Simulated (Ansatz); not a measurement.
# C2H3Cl2Si radical: up Jacob's ladder to CCSD(T)

An exercise on one series of results from a longer session: the logs are not shown, and one member is left open.

Computed with Ansatz 0.2.0, Gaussian basis. Level: functionals in def2-TZVPP, the program's frozen cores in correlated methods.

Levels to be run: PBE-D4, r2SCAN-D4, PBE0-D4, B3LYP-D4, ωB97X-V, ωB97M-V, B2PLYP; CCSD(T)/def2-TZVPP; MP2/def2-QZVPP; extrapolation to the limit.

## The relaxed structure

An earlier PBE0-D4 in a triple-zeta def2 set relaxation fixed the geometry.

SMILES `[CH]=C[SiH](Cl)Cl`, 8 atoms, charge 0, spin multiplicity 2.

Atoms are counted from 1 here; the program's logs count them from 0.

Bond lengths: C1–C2 1.302 Å, C1–H6 1.081 Å, C2–Si3 1.852 Å, C2–H7 1.097 Å, Si3–Cl4 2.047 Å, Si3–Cl5 2.038 Å, Si3–H8 1.476 Å. Angles: C2–C1–H6 139.7°, C1–C2–Si3 122.6°, C1–C2–H7 120.6°, Si3–C2–H7 116.8°, C2–Si3–Cl4 108.7°, C2–Si3–Cl5 110.4°, C2–Si3–H8 112.5°, Cl4–Si3–Cl5 109.8°, Cl4–Si3–H8 107.0°, Cl5–Si3–H8 108.3°.

As a file:

```xyz
8

C     0.5968    1.5744    0.4594
C    -0.2891    0.6199    0.4721
Si   -0.1170   -0.9137   -0.5516
Cl   -0.3183   -2.5440    0.6696
Cl    1.7023   -0.9572   -1.4686
H     0.7741    2.5407    0.9108
H    -1.1869    0.6995    1.0974
H    -1.1620   -1.0195   -1.5891
```

The first run:

in.yaml

```yaml
crystal:
  periodic: [false, false, false]
  atoms:
    - {symbol: C, position_ang: [0.596829, 1.574410, 0.459399]}
    - {symbol: C, position_ang: [-0.289078, 0.619916, 0.472082]}
    - {symbol: Si, position_ang: [-0.116971, -0.913746, -0.551635]}
    - {symbol: Cl, position_ang: [-0.318299, -2.544001, 0.669588]}
    - {symbol: Cl, position_ang: [1.702285, -0.957236, -1.468617]}
    - {symbol: H, position_ang: [0.774139, 2.540693, 0.910820]}
    - {symbol: H, position_ang: [-1.186853, 0.699496, 1.097432]}
    - {symbol: H, position_ang: [-1.162043, -1.019533, -1.589060]}
basis:
  gaussian: {orbitals: def2-TZVPP}
magnetization: {spin_polarized: true, initial_magnetization: 1}
hamiltonian: {xc: pbe, dispersion: d4}
output: {forces: true, orbitals: {seedname: orbitals}}
```

Launch:

```sh
ansatz run in.yaml --threads 2 --pin off --events-out ev --progress --plain --max-ram 32768MiB --backend cpu
```

Steps of the session up to this table: PBE-D4 (GGA); r2SCAN-D4 (meta-GGA); PBE0-D4 (hybrid); B3LYP-D4 (hybrid); ωB97X-V (range-separated); ωB97M-V (range-separated); B2PLYP (double hybrid); CCSD(T) in def2-TZVPP; MP2 in def2-QZVPP.

One table of the session follows, with a row left open; its other results are not shown here.

| method | atomisation energy (kJ/mol) |
| --- | --- |
| PBE-D4 | 2964.0 |
| r2SCAN-D4 | 2929.6 |
| PBE0-D4 | 2919.9 |
| B3LYP-D4 | 2878.7 |
| ωB97X-V | 2900.4 |
| ωB97M-V | 2905.7 |
| B2PLYP | 2849.1 |
| HF/def2-TZVPP | 2169.3 |
| MP2/def2-TZVPP | 2854.0 |
| CCSD/def2-TZVPP | 2748.4 |
| CCSD(T)/def2-TZVPP | 2800.0 |
| MP2/CBS | 2940.4 |
| CCSD(T)/CBS | ? |

Estimate the missing values for CCSD(T)/CBS.

As computed: atomisation energy (kJ/mol): 2886.4. In the column «atomisation energy (kJ/mol)» it lies between B3LYP-D4 (2878.7) and ωB97X-V (2900.4).
